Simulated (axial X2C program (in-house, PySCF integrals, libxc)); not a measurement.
**A two-component session on RuCl⁺: properties at the nuclei**

Aim: properties at the nuclei of RuCl⁺, with spin–orbit coupling in the Hamiltonian from the start.

The runs use an in-house X2C program for linear molecules on PySCF integrals; two-component X2C with atomic mean-field terms, Ru dyall-cv3z, Cl dyall-av3z.

All values are calculated.

## Step 1: The job

task.json

```json
{"zs": [44, 17], "q": 1, "bas": ["dyall-cv3z", "dyall-av3z"], "r0": 2.24, "levels": ["PBE0", "HF", "PBE50", "r2SCAN", "TPSSh"], "nst": 3}
```

Keys: zs atomic numbers; q charge; bas basis sets; r0 starting distance in Å; levels methods (HF also brings MP2); nst determinants followed.

Run with:

```console
$ python soeom.py task.json out
```

The runs that follow: Expectation values, lowest determinant; Expectation values, a higher determinant; Expectation values, a higher determinant.

Before running it: what results should come out? Wanted: lowest determinant; Eeff magnitude; Ws magnitude Ru; A∥/gI Ru; qzz Ru; higher determinant (for each run or level that gives them).

As calculated:

| quantity | value |
| --- | --- |
| lowest determinant | Ω = 4 (excess of +ω over −ω: ω = 3/2, ω = 5/2) |
| Eeff magnitude (GV/cm), PBE0 | 4.29 |
| Ws magnitude Ru (kHz), PBE0 | 0.445 |
| A∥/gI Ru (MHz), PBE0 | 368 |
| qzz Ru (a.u.), PBE0 | 1.16 |
| higher determinant | Ω = 3 (excess of +ω over −ω: ω = 1/2, ω = 5/2) |
| Eeff magnitude (GV/cm), PBE0, higher determinant | 3.46 |
| Ws magnitude Ru (kHz), PBE0, higher determinant | 0.485 |
| A∥/gI Ru (MHz), PBE0, higher determinant | 370 |
| qzz Ru (a.u.), PBE0, higher determinant | -3.53 |
| higher determinant | Ω = 1 (excess of +ω over −ω: ω = -3/2, ω = 5/2) |
| Eeff magnitude (GV/cm), PBE0, higher determinant | 3.68 |
| Ws magnitude Ru (kHz), PBE0, higher determinant | 1.57 |
| A∥/gI Ru (MHz), PBE0, higher determinant | 292 |
| qzz Ru (a.u.), PBE0, higher determinant | -3.47 |

**Reading.** In the first state, the effective field runs from 4.12 to 5 GV/cm over the mean-field levels. The expectation values come from single determinants, which for open shells can mix terms of unlike spin or miss the lowest Ω, so a determinant need not be a state. Eeff is the effective electric field on the electron dipole moment in this Ω state and Ws the scalar–pseudoscalar constant (defined with the proton number Z and per Ω); A∥ is the parallel hyperfine constant, which follows by multiplying with the nuclear g factor gI = μI/(I μN); qzz is the electric field gradient, eQq0 = 234.96 MHz × Q/barn × qzz. The operators were transformed with the bare-nucleus X2C matrices.
